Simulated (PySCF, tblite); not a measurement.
**C₅H₁₄NPSi₂: geometry, infrared bands and NMR shifts**

Wanted: the infrared bands and NMR shifts of C₅H₁₄NPSi₂ (`C=C(C)[Si@@H](P)/C=C\[SiH2]N`), by calculation.

Programs: tblite 0.8.0 and PySCF 2.14.0, with density-fitted response routines of our own. Each step states its level of theory. These are calculated values for one molecule in the gas phase, unless marked as measured. Atoms are numbered from 0 throughout.

## 1. Starting geometry

23 atoms, charge 0, multiplicity 1; geometry from: force field or distance geometry start.

Bonds of the start (Å): C0–C1 1.36, C1–C2 1.52, C1–Si3 1.80, Si3–P4 2.23, Si3–C5 1.80, C5–C6 1.33, C6–Si7 1.85, Si7–N8 1.77, C0–H9 1.10, C0–H10 1.07, C2–H11 1.11, C2–H12 1.08, C2–H13 1.12, Si3–H14 1.49, P4–H15 1.46, P4–H16 1.45, C5–H17 1.10, C6–H18 1.09, Si7–H19 1.47, Si7–H20 1.50, N8–H21 1.02, N8–H22 1.02.

## 2. Geometry optimisation with GFN2-xTB

The job: settings as JSON, then the geometry in Å.

```
{"job": {"kind": "relax", "xc": "GFN2-xTB", "basis": "xTB"}, "charge": 0, "multiplicity": 1}
C      1.272500    -1.195300     1.255400
C      1.409900    -0.105400     0.454600
C      2.156400     1.070000     1.056200
Si     0.809800     0.028700    -1.235500
P      0.141500    -1.973400    -1.956100
C     -0.446100     1.259500    -1.617400
C     -1.491100     1.567800    -0.862900
Si    -1.716800     0.666700     0.736700
N     -2.162300    -1.038900     0.544200
H      1.660200    -1.193200     2.286400
H      0.757400    -2.078900     0.927600
H      1.478100     1.941000     0.962700
H      3.080800     1.293000     0.536900
H      2.317800     0.870500     2.144300
H      1.985000     0.383900    -2.071300
H     -1.271000    -1.932600    -2.325800
H      0.286400    -2.915400    -0.866200
H     -0.364000     1.832900    -2.554600
H     -2.186000     2.336700    -1.189200
H     -0.665600     0.919400     1.725600
H     -2.927100     1.316200     1.332600
H     -2.510200    -1.319200    -0.374800
H     -1.620200    -1.707100     1.100600
```

Launch:

```
> OMP_NUM_THREADS=1 python probes_run.py task.json out
```

One launch serves the whole session: the jobs run in the order shown.

**Question.** This job is followed by: GFN2-xTB harmonic vibrations, gas phase; GIAO PBE0/pcSseg-1 NMR shielding, non-relativistic, gas phase. What will the session give for the following? strongest single infrared mode (GFN2-xTB); zero-point energy (GFN2-xTB); 13C shifts against TMS (PBE0/pcSseg-1); 1H shifts against TMS (PBE0/pcSseg-1, means over atoms taken as alike); 29Si shifts against TMS (PBE0/pcSseg-1); 31P shifts against H3PO4 (PBE0/pcSseg-1); 15N shifts against NH3 (PBE0/pcSseg-1).

The runs gave:

```
                                                              quantity                                                           value
                             strongest single infrared mode (GFN2-xTB)                                           2212 cm⁻¹, 328 km/mol
                                          zero-point energy (GFN2-xTB)                                                  105.9 kcal/mol
                                13C shifts against TMS (PBE0/pcSseg-1)                            166.1, 157.8, 152.6, 134.7, 27.6 ppm
1H shifts against TMS (PBE0/pcSseg-1, means over atoms taken as alike)  7.40, 7.26, 6.22, 5.96, 5.15, 4.79, 4.79, 2.13, 1.30, 0.76 ppm
                               29Si shifts against TMS (PBE0/pcSseg-1)                                                -37.3, -45.4 ppm
                              31P shifts against H3PO4 (PBE0/pcSseg-1)                                                      -296.6 ppm
                                15N shifts against NH3 (PBE0/pcSseg-1)                                                        37.7 ppm
```

What this shows: The optimisation took 287 steps and gained 1.293 eV; among the close pairs (by a distance rule), C1–Si3 changed most, from 1.798 to 1.896 Å. No mode is imaginary among the 63: a minimum at this level. The strongest single mode, at 2212 cm⁻¹, moves mainly H19. GFN2-xTB is a fitted tight-binding method: band positions and strengths are rough. Its intensities can rank the bands wrongly.
